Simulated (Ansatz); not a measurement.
Molecular dynamics of Li₄WO₅

Input file:

```yaml
crystal:
  lattice:
    - [6.646714, 0.0, 0.0]
    - [0.0, 6.646714, 0.0]
    - [0.0, 0.0, 4.17298]
  atoms:
    - { symbol: Li, position: [0.8990771, 0.3159027, 0.4988887] }
    - { symbol: Li, position: [0.3159027, 0.1009229, 0.4988887] }
    - { symbol: Li, position: [0.1840973, 0.3990771, 0.9988887] }
    - { symbol: Li, position: [0.6009229, 0.1840973, 0.9988887] }
    - { symbol: W, position: [0.0, 0.0, 0.9601002] }
    - { symbol: O, position: [0.4113882, 0.7747099, 0.5095093] }
    - { symbol: O, position: [0.2747099, 0.0886118, 0.0095093] }
    - { symbol: O, position: [0.2252901, 0.4113882, 0.5095093] }
    - { symbol: O, position: [0.0886118, 0.7252901, 0.0095093] }
    - { symbol: O, position: [0.0, 0.0, 0.5088892] }
    - { symbol: Li, position: [0.3990771, 0.8159027, 0.9988887] }
    - { symbol: Li, position: [0.8159027, 0.6009229, 0.9988887] }
    - { symbol: Li, position: [0.6840973, 0.8990771, 0.4988887] }
    - { symbol: Li, position: [0.1009229, 0.6840973, 0.4988887] }
    - { symbol: W, position: [0.5, 0.5, 0.4601002] }
    - { symbol: O, position: [0.9113882, 0.2747099, 0.0095093] }
    - { symbol: O, position: [0.7747099, 0.5886118, 0.5095093] }
    - { symbol: O, position: [0.7252901, 0.9113882, 0.0095093] }
    - { symbol: O, position: [0.5886118, 0.2252901, 0.5095093] }
    - { symbol: O, position: [0.5, 0.5, 0.0088892] }
basis:
  ecutwfc: 420.0
kpoints:
  mp_grid: { grid: [2, 2, 3] }
hamiltonian:
  xc: pbesol
scf:
  occupations: { method: fermi_dirac, width: 0.17 }
  lower_state_search: "off"
md:
  timestep: 1
  n_steps: 130
  ensemble: nvt_langevin
  temperature: 2000.0
  initial_velocities: maxwell_boltzmann
  seed: 370443
  friction: 0.05
```

Run as:

```bash
$ ansatz run input.yaml --threads 1 --pin off --max-ram 3072MiB --backend cpu --events-out ev --progress --plain --runs-dir out
```

It starts from an unrelaxed structure (largest force component 0.95 eV/Å).

Output, in part (step lines):

```
md step     0: t =     0.00 fs  T =  1900.0 K  F+E_penalty+E_count = -27764.41334247 eV  E_kin = 4.911880 eV  (7 SCF iters)
md step     1: t =     1.00 fs  T =  1725.4 K  F+E_penalty+E_count = -27764.36750897 eV  E_kin = 4.460404 eV  (6 SCF iters)
md step     2: t =     2.00 fs  T =  1413.1 K  F+E_penalty+E_count = -27764.27489056 eV  E_kin = 3.653116 eV  (6 SCF iters)
md step     3: t =     3.00 fs  T =  1555.5 K  F+E_penalty+E_count = -27764.13824985 eV  E_kin = 4.021284 eV  (6 SCF iters)
md step     4: t =     4.00 fs  T =  1682.5 K  F+E_penalty+E_count = -27763.96974647 eV  E_kin = 4.349474 eV  (7 SCF iters)
md step     5: t =     5.00 fs  T =  1851.0 K  F+E_penalty+E_count = -27763.78496607 eV  E_kin = 4.785317 eV  (5 SCF iters)
md step     6: t =     6.00 fs  T =  1810.3 K  F+E_penalty+E_count = -27763.58048753 eV  E_kin = 4.680086 eV  (6 SCF iters)
md step     7: t =     7.00 fs  T =  1908.1 K  F+E_penalty+E_count = -27763.37664887 eV  E_kin = 4.932925 eV  (6 SCF iters)
[... lines left out ...]
md step   129: t =   129.00 fs  T =  1643.3 K  F+E_penalty+E_count = -27758.90724960 eV  E_kin = 4.248216 eV  (6 SCF iters)
md step   130: t =   130.00 fs  T =  1418.8 K  F+E_penalty+E_count = -27758.90135041 eV  E_kin = 3.667971 eV  (7 SCF iters)
```

The steps, from the saved trajectory:

```csv
time (fs),T (K),potential energy less start (eV)
0.0,1900,0.000
4.0,1682,0.444
8.0,1778,1.236
12.0,2170,2.226
16.0,1699,3.442
20.0,1322,4.371
24.0,1766,4.799
28.0,1896,4.275
32.0,2022,3.861
36.0,2349,3.839
40.0,2244,4.301
44.0,2435,4.776
48.0,2335,5.110
52.0,2080,5.191
56.0,1967,5.448
60.0,1795,5.543
64.0,1795,4.809
68.0,2351,3.755
72.0,2245,3.748
76.0,1782,4.424
80.0,1417,4.571
84.0,1825,4.424
88.0,2482,3.796
92.0,2223,3.477
96.0,2412,3.837
100.0,2631,4.432
104.0,2715,4.606
108.0,2298,4.414
112.0,2074,4.694
116.0,2249,4.713
120.0,2373,4.632
124.0,1853,4.924
128.0,1657,5.459
```

All steps were run. A run of 0.13 ps of so small a system gives no equilibrium averages.

Mean squared displacements from the first frame to the last, about the centre of mass: Li 0.10 Å², W 0.03 Å², O 0.11 Å².

Last frame:

```xyz
20
Lattice="6.6467 0.0000 0.0000 0.0000 6.6467 0.0000 0.0000 0.0000 4.1730" Properties=species:S:1:pos:R:3
Li 5.772 2.160 2.032
Li 1.842 0.899 1.863
Li 1.097 2.893 3.871
Li 3.539 1.336 4.022
W 0.080 -0.063 4.041
O 2.468 4.806 2.179
O 1.780 0.623 0.060
O 1.453 2.834 1.896
O 0.306 4.792 0.187
O -0.389 0.149 1.808
Li 2.452 5.179 4.068
Li 5.259 3.836 4.097
Li 4.558 5.862 2.161
Li 0.720 4.429 2.244
W 3.324 3.116 1.700
O 6.166 1.940 -0.384
O 5.085 3.787 2.135
O 4.884 5.939 -0.277
O 3.705 1.358 2.133
O 3.589 3.422 -0.276
```

Run time: 15 min on 1 thread of Arm Neoverse V2, with other jobs on the host, peak memory 0.48 GiB.
